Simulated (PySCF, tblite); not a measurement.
# C₅H₄F₃P: geometry, infrared bands and NMR shifts

What infrared bands and NMR shifts should C₅H₄F₃P (`FC(F)(F)p1cccc1`) show?

The runs use tblite 0.8.0 and PySCF 2.14.0, with density-fitted response routines of our own; the level of theory stands in each step. All values are computed, except where a source is named. Atoms are numbered from 0 throughout.

## (1) The molecule as given

13 atoms, charge 0, multiplicity 1; geometry from: force field or distance geometry start.

Bonds of the start (Å): F0–C1 1.38, C1–F2 1.38, C1–F3 1.37, C1–P4 1.87, P4–C5 1.89, C5–C6 1.36, C6–C7 1.37, C7–C8 1.36, C8–P4 1.62, C5–H9 1.06, C6–H10 1.08, C7–H11 1.11, C8–H12 1.09.

## (2) Geometry optimisation with GFN2-xTB

What the job is given:

```
{"job": {"kind": "relax", "xc": "GFN2-xTB", "basis": "xTB"}, "charge": 0, "multiplicity": 1}
F      2.888300     1.197800     0.839300
C      2.404200     0.201800     0.009500
F      2.881100    -1.044400     0.345500
F      2.536900     0.515000    -1.318200
P      0.570100     0.085300     0.352500
C     -0.869100     1.247300    -0.042800
C     -1.980400     0.475000    -0.200600
C     -1.737100    -0.857800    -0.031300
C     -0.447900    -1.173100     0.249200
H     -0.686300     2.289700    -0.088700
H     -2.957300     0.879800    -0.428300
H     -2.532500    -1.633300    -0.125000
H     -0.074300    -2.182500     0.421200
```

Command:

```console
$ OMP_NUM_THREADS=1 python probes_run.py task.json out
```

One launch serves the whole session: the jobs run in the order shown.

**Question.** This job is followed by: GFN2-xTB harmonic vibrations, gas phase; GIAO PBE0/pcSseg-1 NMR shielding, non-relativistic, gas phase. Predict these results of the whole session: strongest single infrared mode (GFN2-xTB); zero-point energy (GFN2-xTB); 13C shifts against TMS (PBE0/pcSseg-1, means over atoms taken as alike); 1H shifts against TMS (PBE0/pcSseg-1, means over atoms taken as alike); 19F shifts against CFCl3 (PBE0/pcSseg-1, means over atoms taken as alike); 31P shifts against H3PO4 (PBE0/pcSseg-1).

As calculated:

```
                                                                 quantity                    value
                                strongest single infrared mode (GFN2-xTB)    1066 cm⁻¹, 277 km/mol
                                             zero-point energy (GFN2-xTB)            48.8 kcal/mol
  13C shifts against TMS (PBE0/pcSseg-1, means over atoms taken as alike)  152.1, 139.8, 138.4 ppm
   1H shifts against TMS (PBE0/pcSseg-1, means over atoms taken as alike)           7.53, 6.97 ppm
19F shifts against CFCl3 (PBE0/pcSseg-1, means over atoms taken as alike)                -62.1 ppm
                                 31P shifts against H3PO4 (PBE0/pcSseg-1)                 -2.1 ppm
```

The optimisation took 74 steps and gained 2.154 eV; among the close pairs (by a distance rule), P4–C8 changed most, from 1.622 to 1.812 Å. No mode is imaginary among the 33: a minimum at this level. The strongest single mode, at 1066 cm⁻¹, moves mainly C1. GFN2-xTB is a fitted tight-binding method: band positions and strengths are rough. Its intensities can rank the bands wrongly.
